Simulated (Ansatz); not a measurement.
Y3Ge:

```
Y Ge
1.0
    -2.26539    2.26539    5.19702
     2.26539   -2.26539    5.19702
     2.26539    2.26539   -5.19702
Y Ge
3 1
Direct
  0.50000 0.50000 0.00000
  0.25000 0.75000 0.50000
  0.75000 0.25000 0.50000
  0.00000 0.00000 0.00000
```

The cell comes from a database or a generator and needn't be the stable form of this composition.

```yaml
Program: Ansatz 0.2.0
Task: single point
Functional: PBE
Potentials_or_basis: Ansatz PAW
Cutoff: "420 eV (not typed: the program's choice for these potentials)"
k_mesh: 8 × 8 × 8
Occupations: fermi-dirac, width 0.05 eV
Spin: no spin polarisation
```

On this cell: pressure -0.2 GPa; largest force under 0.003 eV/Å; band gap on the k mesh none (metal or under the smearing width).

The same run follows on a disturbed copy (atoms moved at random, drawn with an rms of 0.05 Å):

```
Y Ge
1.0
    -2.26539    2.26539    5.19702
     2.26539   -2.26539    5.19702
     2.26539    2.26539   -5.19702
Y Ge
3 1
Cartesian
  0.0239 -0.0145 5.2076
  2.2604 0.0373 2.6030
  0.0161 2.2512 2.5822
  0.0302 -0.0179 0.0096
```

What does the disturbed cell give?

The energy (extrapolated to zero smearing) moves by +2.7 meV/atom; pressure -0.2 GPa; largest force 0.344 eV/Å; band gap on the k mesh none (metal or under the smearing width).

Forces on the atoms (eV/Å):
```
Y   -0.027  0.046 -0.113
Y    0.141 -0.309  0.050
Y   -0.085  0.233  0.060
Ge  -0.029  0.030  0.003
```

Stress tensor (GPa, compression positive):
```
-0.02 -0.02 -0.14
-0.02 -0.36 -0.37
-0.14 -0.37 -0.21
```
